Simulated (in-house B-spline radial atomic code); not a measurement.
# Ir⁺: ionisation energy by several methods

The task here is to estimate one member of a computed series from the others.

Program: in-house B-spline radial atomic code version 1. Level of theory: scalar-relativistic (X2C), several functionals, spin-polarised; spherical all-electron atom at the radial basis limit. These are calculated values, not measurements, unless marked.

## The system

```
element       : iridium (Z = 77)
charge        : +1
electrons     : 76
configuration : [Xe] 4f14 5d7 6s1
nucleus       : Fermi, rms radius 5.403 fm
```

The outer shells:

[Xe] 4f14 5d7 6s1
```
[Xe] core
4f [↑↓][↑↓][↑↓][↑↓][↑↓][↑↓][↑↓]
5d [↑↓][↑↓][↑ ][↑ ][↑ ]
6s [↑ ]
```

Where spins are not typed, each open shell is filled with up spins first.

The first run:

Settings of the run:

```ini
Z = 77
electrons = 76.0
configuration = [Xe] 4f14 5d7 6s1
hamiltonian = x2c
method = revtpss,revtpss
spin_polarised = True
nucleus = fermi
rms_radius = 5.4032
mass_number = 193
atomic_mass = 192.962923753
speed_of_light = 137.035999084
```

Among the steps run: revTPSS; AM05; PBE; exchange-only LDA; OLYP; LDA (PW92).

One table of the session follows, with a row left open; its other results are not shown here.

| method | ΔSCF (eV) |
| --- | --- |
| exchange-only LDA | 17.542 |
| LDA (PW92) | 18.401 |
| AM05 | 18.119 |
| PBE | 18.117 |
| OLYP | ? |
| revTPSS | 17.915 |

Q: Estimate the row for OLYP from the others.

**Answer.** ΔSCF (eV): 17.792. In the column «ΔSCF (eV)» it lies between exchange-only LDA (17.542) and revTPSS (17.915).

Members of this set that are not shown: 1 did not converge; 12 used exact exchange with fractional occupations of an open shell, which is unsound here.

Caveats from the session: Meta-GGA runs start from a PBE run whose iterations are not counted.
